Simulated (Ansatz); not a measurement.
# AsH2+ (singlet): from Hartree-Fock to the top rungs, cc-pVDZ

One table from this session's results is given with a row withheld; the runs are named, their logs left out.

The runs use Ansatz 0.2.0, Gaussian basis; cc-pVDZ, core rule «outside noble gas», up to 14 orbitals frozen.

To be run: UHF; CCSD(T) on RHF; CCSD(T) on UHF; BCCD(T) on RHF; CISD; CCSDT(Q) on RHF; CCSDT(Q) on UHF; CISDTQ; CCSDTQ on RHF; CASSCF and MRCISD+Q, 6 electrons in 6 orbitals; CASSCF and NEVPT2, 6 electrons in 6 orbitals; Full CI; Full CI, several states.

13 further runs of the same task are left out: 5 that didn't finish, 8 set aside as unsound or not needed.

### The geometry

The geometry is a PBE0/def2-TZVP stationary point (not a proven minimum). No spin-orbit coupling is included. The filled d shell of As may be among the frozen orbitals whatever the setting's name suggests; the logs give the count.

3 atoms, charge 1, spin multiplicity 1.

Atoms are counted from 1 here; the program's logs count them from 0.

Bond lengths: As1–H2 1.530 Å, As1–H3 1.530 Å. Angles: H2–As1–H3 91.0°.

Set-up of the first run:

in.yaml

```yaml
crystal:
  periodic: [false, false, false]
  atoms:
    - {symbol: As, position_ang: [0.000000, -0.028106, 0.000000]}
    - {symbol: H, position_ang: [0.000000, 1.044592, -1.090899]}
    - {symbol: H, position_ang: [0.000000, 1.044590, 1.090902]}
basis:
  gaussian: {orbitals: cc-pVDZ}
total_charge: 1
magnetization: {spin_polarized: true, initial_magnetization: 0}
hamiltonian: {xc: hf}
output: {orbitals: {seedname: orbitals}}
```

Started as:

```
$ ansatz run in.yaml --threads 1 --pin off --events-out ev --progress --plain --max-ram 2393MiB
```

Among the steps run: UHF; CCSD(T) on RHF; CCSD(T) on UHF; BCCD(T) on RHF; CISD; CCSDT(Q) on RHF; CCSDT(Q) on UHF; CISDTQ; CCSDTQ on RHF; CASSCF and MRCISD+Q, 6 electrons in 6 orbitals; CASSCF and NEVPT2, 6 electrons in 6 orbitals; Full CI; Full CI, several states.

One of the session's tables, all rows but one given; the rest of the session is left out.

It belongs to the step «Misses and costs». 

| method | from FCI (kJ/mol) |
| --- | --- |
| RHF | +311.5 |
| UHF | +308.3 |
| RMP2 | +77.8 |
| CISD | +19.0 |
| RCCSD | +7.2 |
| RCCSD(T) | +1.6 |
| BCCD(T) | +1.6 |
| RCCSDT | +0.3 |
| CISDTQ | +0.3 |
| RCCSDT(Q) | +0.1 |
| RCCSDTQ | 0.0 |
| CASSCF valence | +170.0 |
| NEVPT2 valence | +47.3 |
| MRCISD valence | ? |
| MRCISD+Q valence | +0.1 |
| FCI | 0 |

**Question.** Estimate the row for MRCISD valence.

The run gave: from FCI (kJ/mol): +5.7. In the column «from FCI (kJ/mol)» it lies between BCCD(T) (+1.6) and RCCSD (+7.2).

Not comparable, so not listed: CCSD(T) on UHF; CCSDT(Q) on UHF (they don't share determinant, frozen orbitals or solution with the rows shown, or repeat one).
